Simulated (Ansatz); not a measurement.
Ba2Tl5V3O12:

```xyz
22
Lattice="6.4899 -6.6769 -0.0476 6.4899 6.6769 -0.0476 -1.9674 0.0000 5.7522" Properties=species:S:1:pos:R:3 pbc="T T T"
Ba    6.4899    0.2782   -0.0476
Ba    6.4899   -3.9079   -0.0476
V     9.8970    1.9304    1.4039
V     1.1155    1.9304    4.2530
V     5.5062   -0.9938    2.8285
Tl    7.5378    2.3899    3.6011
Tl    3.4747    2.3899    2.0558
Tl    5.5062    6.4755    2.8285
Tl    2.4016   -1.2210    1.2385
Tl    8.6109   -1.2210    4.4184
O     0.8627    1.7317    2.5341
O     6.4815    0.0639    3.8372
O     7.0413   -3.2392    4.8045
O     8.1926    1.8299    1.1215
O     6.5476   -1.8120    1.7511
O     0.1757    0.7388    5.0824
O     4.4649   -1.8120    3.9058
O    10.8367    0.7388    0.5745
O     3.9711   -3.2392    0.8524
O     2.8198    1.8299    4.5354
O    10.1497    1.7317    3.1228
O     4.5309    0.0639    1.8197
```

The cell was built by a generator and needn't be a form met in nature.

- Program: Ansatz 0.2.0
- Task: relaxation of cell and atoms
- Functional: PBEsol
- Potentials or basis: Ansatz PAW
- Cutoff: 420 eV (not typed: the program's choice for these potentials)
- k mesh: 2 × 2 × 4
- Occupations: fermi-dirac, width 0.05 eV
- Spin: collinear spin, ferromagnetic start
- Starting moments: [0.0, 0.0, 2.0, 2.0, 2.0, 0.0, 0.0, 0.0, 0.0, 0.0, 0.0, 0.0, 0.0, 0.0, 0.0, 0.0, 0.0, 0.0, 0.0, 0.0, 0.0, 0.0] μB

At the start: volume 22.60 Å³/atom.

**Question.** How do energy, volume and symmetry change on relaxing?

**Answer.** It ends after 11 steps and the volume is 20.71 Å³/atom (-8.4 %); space group C2 (No. 5, to 0.05 Å); moment 0.00 μB per cell.

The path:
```
step  energy change (eV)  largest force (eV/Å)  volume (Å³)
   1              0.0000                0.3203       497.26
   2             -0.2598                0.1886       471.67
   3             -0.2860                0.1457       464.39
   4             -0.2966                0.0530       462.14
   5             -0.3010                0.0248       460.75
   6             -0.3007                0.0173       461.10
   7             -0.3007                0.0066       461.13
   8             -0.2507                0.0065       461.13
   9             -0.2674                0.0218       454.95
  10             -0.2664                0.0080       455.58
  11             -0.2552                0.0081       455.58
```

Final structure:
```cif
data_structure
_symmetry_space_group_name_H-M 'P 1'
_symmetry_Int_Tables_number 1
_cell_length_a 8.9811
_cell_length_b 8.9811
_cell_length_c 5.9947
_cell_angle_alpha 103.688
_cell_angle_beta 103.688
_cell_angle_gamma 90.132
_cell_volume 455.58
loop_
_atom_site_label
_atom_site_type_symbol
_atom_site_fract_x
_atom_site_fract_y
_atom_site_fract_z
_atom_site_occupancy
Ba1 Ba 0.47830 0.52170 0.00000 1
Ba2 Ba 0.79831 0.20169 0.00000 1
V1 V 0.65893 0.94711 0.26445 1
V2 V 0.05289 0.34107 0.73555 1
V3 V 0.57550 0.42450 0.50000 1
Tl1 Tl 0.49344 0.86488 0.64429 1
Tl2 Tl 0.13512 0.50656 0.35571 1
Tl3 Tl 0.02580 0.97420 0.50000 1
Tl4 Tl 0.30549 0.12582 0.23174 1
Tl5 Tl 0.87418 0.69451 0.76826 1
O1 O 0.00750 0.25422 0.43462 1
O2 O 0.59494 0.61071 0.67991 1
O3 O 0.90277 0.42600 0.83173 1
O4 O 0.51853 0.80477 0.21507 1
O5 O 0.69385 0.41842 0.31555 1
O6 O 0.09914 0.20057 0.88724 1
O7 O 0.58158 0.30615 0.68445 1
O8 O 0.79943 0.90086 0.11276 1
O9 O 0.57400 0.09723 0.16827 1
O10 O 0.19523 0.48147 0.78493 1
O11 O 0.74578 0.99250 0.56538 1
O12 O 0.38929 0.40506 0.32009 1
```

Caveat: the plane-wave basis is chosen anew once the cell has moved, so the energies of steps on either side of that aren't comparable; the pressure holds a Pulay correction of +0.3 GPa for the finite cutoff; the PAW data sets come from PBE, with cores solved anew for the run's functional, which leaves a small shift of forces and pressure; the starting moments weren't kept.
